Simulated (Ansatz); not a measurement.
# H3N2Sb: the cost of one run

Program: Ansatz 0.2.0. Level of theory: RKS PBE0/def2-SVP. These are calculated values, not measurements.

## (1) The structure to begin with

Bond lengths: N1–N2 1.102 Å, Sb3–H4 1.690 Å, Sb3–H5 1.679 Å, Sb3–H6 1.681 Å. Angles: H4–Sb3–H5 90.0°, H4–Sb3–H6 90.8°, H5–Sb3–H6 89.2°.

Structure file:

```xyz
6

N     0.0264    1.0789   -1.8007
N     0.9173    0.6000   -2.2389
Sb   -0.6698   -0.0421    0.5621
H    -1.1363   -0.6631    2.0633
H     0.7636    0.5122    1.2383
H     0.0989   -1.4859    0.1758
```

## (2) Preparing the start

Contents of input.yaml:

```yaml
crystal:
  periodic: [false, false, false]
  atoms:
    - { symbol: "N", position_ang: [0.0264, 1.0789, -1.8007] }
    - { symbol: "N", position_ang: [0.9173, 0.6, -2.2389] }
    - { symbol: Sb, position_ang: [-0.6698, -0.0421, 0.5621] }
    - { symbol: H, position_ang: [-1.1363, -0.6631, 2.0633] }
    - { symbol: H, position_ang: [0.7636, 0.5122, 1.2383] }
    - { symbol: H, position_ang: [0.0989, -1.4859, 0.1758] }
basis:
  gaussian: { orbitals: def2-SVP }
hamiltonian:
  xc: pbe0
relax:
  f_tol: 0.02
  max_steps: 40
scf:
  lower_state_search: "off"
output:
  orbitals: {}
```

Run with:

```bash
ansatz run input.yaml --threads 1 --pin off --max-ram 2048MiB --backend cpu --events-out ev --progress --plain --runs-dir out
```

Q: Estimate wall time and peak memory on 1 thread of Intel Xeon at 2.70GHz, shared host.

About 1.7 min, with a peak of 0.13 GiB.
